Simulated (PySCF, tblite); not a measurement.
# C2H8F3NSi2: geometry, infrared bands and NMR shifts

Aim: predict the infrared bands and NMR shifts of C2H8F3NSi2 (`FC(F)(F)C[SiH2]N[SiH3]`).

Computed with tblite 0.8.0 and PySCF 2.14.0, with density-fitted response routines of our own, on a single molecule in the gas phase. Atoms count from 0, in the outputs and in this text.

**1. The starting structure**

16 atoms, charge 0, multiplicity 1; geometry from: force field or distance geometry start.

Bonds of the start (Å): F0–C1 1.34, C1–F2 1.35, C1–F3 1.35, C1–C4 1.51, C4–Si5 1.85, Si5–N6 1.70, N6–Si7 1.70, C4–H8 1.09, C4–H9 1.10, Si5–H10 1.48, Si5–H11 1.48, N6–H12 1.01, Si7–H13 1.48, Si7–H14 1.48, Si7–H15 1.48.

**2. Relaxing the molecule with GFN2-xTB**

Job settings and geometry (Å):

```
{"job": {"kind": "relax", "xc": "GFN2-xTB", "basis": "xTB"}, "charge": 0, "multiplicity": 1}
F     -2.885200    -0.027700    -1.297300
C     -2.667200    -0.256000     0.002400
F     -2.840500     0.888100     0.691400
F     -3.610500    -1.123400     0.425400
C     -1.294100    -0.842600     0.253200
Si     0.057700     0.281300    -0.307200
N      1.579500    -0.435400    -0.046000
Si     2.830600     0.677000    -0.336600
H     -1.174300    -1.066300     1.313900
H     -1.222800    -1.799200    -0.278000
H     -0.048100     0.525300    -1.760200
H     -0.011900     1.554000     0.443400
H      1.697200    -1.227100    -0.657000
H      4.095500    -0.059400    -0.131100
H      2.756700     1.105100    -1.755500
H      2.729800     1.815100     0.608700
```

Command:

```bash
> OMP_NUM_THREADS=1 python probes_run.py task.json out
```

The driver reads the jobs from task.json and runs them one after another.

**Question.** This job is followed by: GFN2-xTB harmonic vibrations, gas phase; GIAO PBE0/pcSseg-1 NMR shielding, non-relativistic, gas phase. Predict these results of the whole session: strongest single infrared mode (GFN2-xTB); zero-point energy (GFN2-xTB); ¹³C shifts against TMS (PBE0/pcSseg-1); ¹H shifts against TMS (PBE0/pcSseg-1, means over atoms taken as alike); ¹⁹F shifts against CFCl3 (PBE0/pcSseg-1, means over atoms taken as alike); ²⁹Si shifts against TMS (PBE0/pcSseg-1); ¹⁵N shifts against NH3 (PBE0/pcSseg-1).

**Answer**, as computed:

| quantity | value |
| --- | --- |
| strongest single infrared mode (GFN2-xTB) | 2253 cm⁻¹, 658 km/mol |
| zero-point energy (GFN2-xTB) | 60.6 kcal/mol |
| ¹³C shifts against TMS (PBE0/pcSseg-1) | 136.6, 24.4 ppm |
| ¹H shifts against TMS (PBE0/pcSseg-1, means over atoms taken as alike) | 5.03, 4.78, 1.77, -0.56 ppm |
| ¹⁹F shifts against CFCl3 (PBE0/pcSseg-1, means over atoms taken as alike) | -70.1 ppm |
| ²⁹Si shifts against TMS (PBE0/pcSseg-1) | -32.4, -54.8 ppm |
| ¹⁵N shifts against NH3 (PBE0/pcSseg-1) | -4.9 ppm |

In words: The optimisation took 59 steps and gained 0.447 eV; among the close pairs (by a distance rule), C4–Si5 changed most, from 1.845 to 1.909 Å. No mode is imaginary among the 42: a minimum at this level. The strongest single mode, at 2253 cm⁻¹, moves mainly H10 and H14. Unscaled tight-binding wavenumbers are off by several per cent, some by more. Its intensities can rank the bands wrongly. At PBE0/pcSseg-1: The widest tensor belongs to F0, F2, F3: span 186 ppm, with a paramagnetic part of -232 ppm.
